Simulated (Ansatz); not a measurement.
# ClFGeH₂N radical: basis-set convergence

Aim: see how fast density functionals converge with the basis set for ClFGeH₂N radical.

Method: one geometry, several basis sets; program: Ansatz 0.2.0, Gaussian basis.

Plan: PBE0-D4/def2-SVP; ωB97M-V/def2-SVP; PBE0-D4/def2-QZVPP; ωB97M-V/def2-QZVPP; the functionals' def2-TZVPP values are taken from earlier runs.

## Step 1: Structure used throughout

An earlier PBE0-D4 in a triple-zeta def2 set relaxation fixed the geometry.

SMILES `[NH2][Ge]([F])[Cl]`, 6 atoms, charge 0, spin multiplicity 2.

Atoms are counted from 1 here; the program's logs count them from 0.

Bond lengths: N1–Ge2 1.833 Å, N1–H5 1.013 Å, N1–H6 1.012 Å, Ge2–F3 1.741 Å, Ge2–Cl4 2.161 Å. Angles: Ge2–N1–H5 114.0°, Ge2–N1–H6 114.9°, H5–N1–H6 109.8°, N1–Ge2–F3 103.1°, N1–Ge2–Cl4 107.4°, F3–Ge2–Cl4 107.9°.

## Step 2: PBE0-D4 in def2-SVP

The input, in.yaml:

```yaml
crystal:
  periodic: [false, false, false]
  atoms:
    - {symbol: N, position_ang: [0.006099, 0.949491, -0.165969]}
    - {symbol: Ge, position_ang: [-0.245387, -0.765987, 0.428783]}
    - {symbol: F, position_ang: [1.318166, -1.196693, 1.060813]}
    - {symbol: Cl, position_ang: [-0.623940, -2.000026, -1.304409]}
    - {symbol: H, position_ang: [0.392412, 1.574504, 0.531441]}
    - {symbol: H, position_ang: [-0.805251, 1.374809, -0.596760]}
basis:
  gaussian: {orbitals: def2-SVP}
magnetization: {spin_polarized: true, initial_magnetization: 1}
hamiltonian: {xc: pbe0, dispersion: d4}
output: {orbitals: {seedname: orbitals}}
```

Run with:

```sh
$ ansatz run in.yaml --threads 2 --pin off --events-out ev --progress --plain --max-ram 22528MiB --backend cpu
```

Further steps of the session: ωB97M-V in def2-SVP; PBE0-D4 in def2-QZVPP; ωB97M-V in def2-QZVPP.

Q: Predict the results of all the runs planned. Wanted: PBE0-D4: double and triple zeta above quadruple; ωB97M-V: double and triple zeta above quadruple.

As calculated:

| quantity | value |
| --- | --- |
| PBE0-D4: double and triple zeta above quadruple | 18.74, 1.85 eV |
| ωB97M-V: double and triple zeta above quadruple | 18.73, 1.79 eV |

What this shows: PBE0-D4 gains 16.89 eV from double to triple zeta, then 1.85 eV more. Total energies overstate the basis error of differences, where much of it tends to cancel.
